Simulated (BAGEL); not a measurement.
**Si2H3Cl2 (SMILES Cl[SiH][SiH2]Cl) at UHF/STO-3G (density fitting with qzvpp-jkfit)**

Aim: the energy change on altering one bond length of Si2H3Cl2 at UHF/STO-3G (density fitting with qzvpp-jkfit), from 2 runs. 

Program for the calculation: BAGEL 1.2.2.

6 further runs of the same task are left out: 5 that didn't finish, 1 set aside as unsound or not needed.

### Step 1. The structure to begin with

Si2H3Cl2 has 7 atoms, charge 0, and is taken as a doublet. As SMILES, `Cl[SiH][SiH2]Cl`. The coordinates come from a PBE0-D4/def2-TZVP relaxation. This is one conformer, not always the lowest.

Bond lengths: Cl1–Si2 2.062 Å, Si2–Si3 2.336 Å, Si3–Cl4 2.060 Å, Si2–H5 1.490 Å, Si3–H6 1.485 Å, Si3–H7 1.482 Å. Angles: Cl1–Si2–Si3 109.1°, Si2–Si3–Cl4 106.7°, Cl1–Si2–H5 107.9°, Si3–Si2–H5 113.8°, Si2–Si3–H6 113.3°, Si2–Si3–H7 110.1°, Cl4–Si3–H6 108.2°, Cl4–Si3–H7 108.8°, H6–Si3–H7 109.5°.

### Step 2. A single-point energy at UHF/STO-3G (density fitting with qzvpp-jkfit)

Input file hf.json:

```json
{ "bagel" : [

{
  "title" : "molecule",
  "basis" : "sto-3g",
  "df_basis" : "qzvpp-jkfit",
  "angstrom" : true,
  "geometry" : [
    { "atom" : "Cl", "xyz" : [       1.207900,       0.835500,      -2.379100 ] },
    { "atom" : "Si", "xyz" : [       0.658900,       1.167400,      -0.419000 ] },
    { "atom" : "Si", "xyz" : [      -0.196500,      -0.811400,       0.480700 ] },
    { "atom" : "Cl", "xyz" : [      -0.796700,      -0.378300,       2.403100 ] },
    { "atom" : "H", "xyz" : [      -0.305200,       2.302800,      -0.399800 ] },
    { "atom" : "H", "xyz" : [      -1.369800,      -1.336900,      -0.263300 ] },
    { "atom" : "H", "xyz" : [       0.862700,      -1.847200,       0.531800 ] }
  ]
},

{ "title" : "uhf", "nopen" : 1 },

{ "title" : "print", "file" : "orbitals.molden", "orbitals" : true }

]}
```

Launch:

```bash
$ BAGEL_NUM_THREADS=1 BAGEL hf.json > hf.out
```

Log:

```text
* using 1 threads per process

  ===============================================================
  ===============================================================

  *** Geometry ***

  { "atom" : "Cl", "xyz" : [      2.282600,      1.578866,     -4.495847 ] },
  { "atom" : "Si", "xyz" : [      1.245141,      2.206066,     -0.791795 ] },
  { "atom" : "Si", "xyz" : [     -0.371331,     -1.533324,      0.908391 ] },
  { "atom" : "Cl", "xyz" : [     -1.505545,     -0.714883,      4.541201 ] },
  { "atom" : "H", "xyz" : [     -0.576744,      4.351661,     -0.755513 ] },
  { "atom" : "H", "xyz" : [     -2.588547,     -2.526375,     -0.497565 ] },
  { "atom" : "H", "xyz" : [      1.630267,     -3.490702,      1.004956 ] },

  Number of auxiliary basis functions:      566

  Since a DF basis is specified, we compute 2- and 3-index integrals:
    o Being stored without compression. Storage requirement is 0.007 GB

  Number of basis functions:       39
  Number of electrons      :       65

    * METHOD: MOLECULE                             0.26

  *** Open-shell HF ***

  === Nuclear Repulsion ===
   304.6101169918

      * DIIS with orbital gradients will be used.

  === UHF iteration (sto-3g) ===
      0      -1482.11479999          0.01710615           0.10
      1      -1482.18898734          0.00344947           0.09
      2      -1482.19344748          0.00124686           0.09
      3      -1482.19445584          0.00047543           0.09
      4      -1482.19471121          0.00012618           0.09
      5      -1482.19476454          0.00002671           0.09
      6      -1482.19477277          0.00000891           0.09
      7      -1482.19477469          0.00000496           0.09
      8      -1482.19477530          0.00000210           0.09
      9      -1482.19477538          0.00000039           0.09
     10      -1482.19477538          0.00000013           0.09
     11      -1482.19477538          0.00000006           0.09
     12      -1482.19477538          0.00000003           0.09
     13      -1482.19477538          0.00000001           0.09
    * SCF iteration converged.

    * S^2 (UHF) is 0.7519

    * Permanent dipole moment:
           (   -0.142890,    -0.014643,    -0.098303) a.u.

    * METHOD: UHF                                  1.38

    * METHOD: PRINT                                0.00

  ===============================================================
```

Wall time 1.8 s (1 thread of Arm Neoverse V1, shared host); peak memory 0.083 GiB.

### Step 3. The distorted shape at the same level

Input file calc.json:

```json
{ "bagel": [

{
  "title": "molecule",
  "basis": "sto-3g",
  "df_basis": "qzvpp-jkfit",
  "angstrom": true,
  "geometry": [
    { "atom": "Cl", "xyz": [       1.928136,       0.315783,      -4.685968 ] },
    { "atom": "Si", "xyz": [       1.379136,       0.647683,      -2.725868 ] },
    { "atom": "Si", "xyz": [       0.523736,      -1.331117,      -1.826168 ] },
    { "atom": "Cl", "xyz": [      -0.796700,      -0.378300,       2.403100 ] },
    { "atom": "H", "xyz": [       0.415036,       1.783083,      -2.706668 ] },
    { "atom": "H", "xyz": [      -0.649564,      -1.856617,      -2.570168 ] },
    { "atom": "H", "xyz": [       1.582936,      -2.366917,      -1.775068 ] }
  ]
},

{ "title": "uhf", "nopen": 1 },

{ "title": "print", "file": "orbitals.molden", "orbitals": true }

]}
```

Launch:

```bash
$ BAGEL_NUM_THREADS=1 BAGEL calc.json > calc.out
```

Log:

```text
* using 1 threads per process

  ===============================================================
  ===============================================================

  *** Geometry ***

  { "atom" : "Cl", "xyz" : [      3.643649,      0.596743,     -8.855196 ] },
  { "atom" : "Si", "xyz" : [      2.606189,      1.223943,     -5.151144 ] },
  { "atom" : "Si", "xyz" : [      0.989718,     -2.515447,     -3.450957 ] },
  { "atom" : "Cl", "xyz" : [     -1.505545,     -0.714883,      4.541201 ] },
  { "atom" : "H", "xyz" : [      0.784304,      3.369539,     -5.114861 ] },
  { "atom" : "H", "xyz" : [     -1.227498,     -3.508498,     -4.856914 ] },
  { "atom" : "H", "xyz" : [      2.991316,     -4.472825,     -3.354392 ] },

  Number of auxiliary basis functions:      566

  Since a DF basis is specified, we compute 2- and 3-index integrals:
    o Being stored without compression. Storage requirement is 0.007 GB

  Number of basis functions:       39
  Number of electrons      :       65

    * METHOD: MOLECULE                             0.26

  *** Open-shell HF ***

  === Nuclear Repulsion ===
   245.6993146915

      * DIIS with orbital gradients will be used.

  === UHF iteration (sto-3g) ===
      0      -1481.79243591          0.01885552           0.10
      1      -1481.35380339          0.02187057           0.10
      2      -1481.73210347          0.02648233           0.10
      3      -1481.83695284          0.01341642           0.10
      4      -1481.87180045          0.00398306           0.10
      5      -1481.35380356          0.02157836           0.10
      6      -1481.35667504          0.02130956           0.10
      7      -1481.35655802          0.02131154           0.10
      8      -1481.35798024          0.02118355           0.10
      9      -1481.87322559          0.00350656           0.09
     10      -1481.87431230          0.00318550           0.10
     11      -1481.52271935          0.02611704           0.10
     12      -1481.59882237          0.02476375           0.10
     13      -1481.53746836          0.02426469           0.10
     14      -1481.67189724          0.02558623           0.10
     15      -1481.99376316          0.01185386           0.10
     16      -1482.03532081          0.00369529           0.10
     17      -1482.04064245          0.00092825           0.10
     18      -1482.04137353          0.00043616           0.10
     19      -1482.04163262          0.00013168           0.10
     20      -1482.04165520          0.00003010           0.10
     21      -1482.04165803          0.00001808           0.10
     22      -1482.04165904          0.00001484           0.10
     23      -1482.04165960          0.00001395           0.10
     24      -1482.04165991          0.00001387           0.10
     25      -1482.04166039          0.00001383           0.10
     26      -1482.04166155          0.00001376           0.10
     27      -1482.04167646          0.00001286           0.10
     28      -1482.04169195          0.00001256           0.09
     29      -1482.04169191          0.00001142           0.10
     30      -1482.04174076          0.00010548           0.10
     31      -1482.04174067          0.00010564           0.09
     32      -1482.04174102          0.00011241           0.09
     33      -1482.04171952          0.00001384           0.10
     34      -1482.04173444          0.00001291           0.10
     35      -1482.04174032          0.00001148           0.10
     36      -1482.04174121          0.00000419           0.10
     37      -1482.04174208          0.00000378           0.10
     38      -1482.04174219          0.00000159           0.10
     39      -1482.04174227          0.00000103           0.10
     40      -1482.04174227          0.00000069           0.10
     41      -1482.04174227          0.00000069           0.10
     42      -1482.04174227          0.00000069           0.10
     43      -1482.04174227          0.00000069           0.10
     44      -1482.04174227          0.00000069           0.10
     45      -1482.04174227          0.00000069           0.09
     46      -1482.04174226          0.00000069           0.09
     47      -1482.04174226          0.00000069           0.09
     48      -1482.04174226          0.00000069           0.09
     49      -1482.04174226          0.00000069           0.09
     50      -1482.04174226          0.00000069           0.09
     51      -1482.04174225          0.00000069           0.09
     52      -1482.04174223          0.00000069           0.09
     53      -1482.04174223          0.00000069           0.09
     54      -1482.04174222          0.00000068           0.10
     55      -1482.04174219          0.00000068           0.10
     56      -1482.04174182          0.00000080           0.09
     57      -1482.04174159          0.00000083           0.10
     58      -1482.04174176          0.00000063           0.10
     59      -1482.04174159          0.00000092           0.11
     60      -1482.04174136          0.00000203           0.10
     61      -1482.04174117          0.00000306           0.10
     62      -1482.04174107          0.00000388           0.10
     63      -1482.04174159          0.00000115           0.11
     64      -1482.04174131          0.00000184           0.10
     65      -1482.04174112          0.00000170           0.10
     66      -1482.04174107          0.00000108           0.10
     67      -1482.04174055          0.00000479           0.10
     68      -1482.04174058          0.00000425           0.10
     69      -1482.04174078          0.00000051           0.10
     70      -1482.04174072          0.00000046           0.10
     71      -1482.04174063          0.00000043           0.10
     72      -1482.04174058          0.00000039           0.10
     73      -1482.04174050          0.00000070           0.10
     74      -1482.04174044          0.00000041           0.10
     75      -1482.04174036          0.00000041           0.10
     76      -1482.04174016          0.00000041           0.10
     77      -1482.04174000          0.00000177           0.10
     78      -1482.04174001          0.00000114           0.10
     79      -1482.04173993          0.00000071           0.10
     80      -1482.04173993          0.00000016           0.10
     81      -1482.04173993          0.00000012           0.10
     82      -1482.04173993          0.00000010           0.10
     83      -1482.04173993          0.00000007           0.10
     84      -1482.04173993          0.00000001           0.10
    * SCF iteration converged.

    * S^2 (UHF) is 1.7495

    * Permanent dipole moment:
           (    0.330733,    -0.112031,    -1.511996) a.u.

    * METHOD: UHF                                  8.49

    * METHOD: PRINT                                0.00

  ===============================================================
```

Run time: 9 s. Hardware: 1 thread of Arm Neoverse V1, shared host; peak memory 0.083 GiB.

### Step 4. Summary of results

Level: UHF/STO-3G (density fitting with qzvpp-jkfit).

```
                                                           quantity           value
                                          first shape: total energy  -1482.19478 Eh
                                         first shape: dipole moment          0.44 D
                                                  first shape: ⟨S²⟩           0.752
                                      distorted shape: total energy  -1482.04174 Eh
                                     distorted shape: dipole moment          3.94 D
                                              distorted shape: ⟨S²⟩           1.750
energy change with the Si3–Cl4 bond stretched from 2.060 to 4.532 Å        4.164 eV
```

**Reading.** With the Si3–Cl4 bond stretched from 2.060 to 4.532 Å the energy rises by 4.16 eV (96 kcal/mol). The first shape isn't relaxed at this level, so the change isn't measured from a minimum. The minimal basis adds a large error of its own. ⟨S²⟩ (distorted shape) is 1.75 where a pure doublet has 0.75: the reference is spin-contaminated.
